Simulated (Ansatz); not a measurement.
Predict the output of the script below (Ansatz 0.2.0, Python API).

`states_fge.py`:
```python
"""Restricted and unrestricted solutions of FGe(-), stretched and not."""

import ansatz as az
import numpy as np

geometry = (
    az.Crystal.molecule()
    .atom("Ge", (0.0, 0.0, 0.0))
    .atom("F", (0.0, 0.0, 1.875))
)
symbols = [site.symbol for site in geometry.cartesian_sites]

start = np.array([site.position_ang for site in geometry.cartesian_sites])
for factor in [1.0, 1.5]:
    xyz = (start - start.mean(axis=0)) * factor
    scaled = az.Crystal.molecule()
    for symbol, place in zip(symbols, xyz):
        scaled = scaled.atom(symbol, place.tolist())
    base = (
        scaled.calculation()
        .basis(gaussian="def2-TZVP")
        .functional("b3lyp")
        .charge(-1)
        .spin("collinear", total=2)
    )
    for search in ("off", "standard"):
        try:
            summary = base.scf(lower_state_search=search).run(threads=1).report
        except az.AnsatzError as error:
            print(f"x{factor} search {search}: {type(error).__name__}")
            continue
        state = summary["mean_field"]["state"]
        print(f"all distances x{factor}, search {search:8s} E = {summary['free_energy_ev']:.5f} eV  <S^2> = {abs(state['spin_squared']):.3f}  other states met: {len(summary['mean_field']['others'])}")
```

Running `python states_fge.py` prints:
```text
all distances x1.0, search off      E = -59238.01390 eV  <S^2> = 2.003  other states met: 0
all distances x1.0, search standard E = -59238.01390 eV  <S^2> = 2.003  other states met: 0
all distances x1.5, search off      E = -59236.59199 eV  <S^2> = 2.005  other states met: 0
all distances x1.5, search standard E = -59236.59199 eV  <S^2> = 2.005  other states met: 2
```

Caveats:
- Total energies depend on the basis set; only differences at equal settings carry meaning.
- The count of other states can hold repeated and symmetry-equivalent ends of the search; scaling all distances is a test, and for more than two atoms no physical path.
- The run takes the species as open-shell (spin multiplicity 3), which needn't be its ground state.
- b3lyp holds the VWN-RPA fit, as in Gaussian; the form of ORCA and Turbomole is b3lyp5.
- The spin state was assumed, and another may lie lower.
- Anions want diffuse functions, which this basis lacks.
- It ran for 5.3 s on 1 thread of Arm Neoverse V2, with other jobs on the host, peak memory 0.22 GiB.
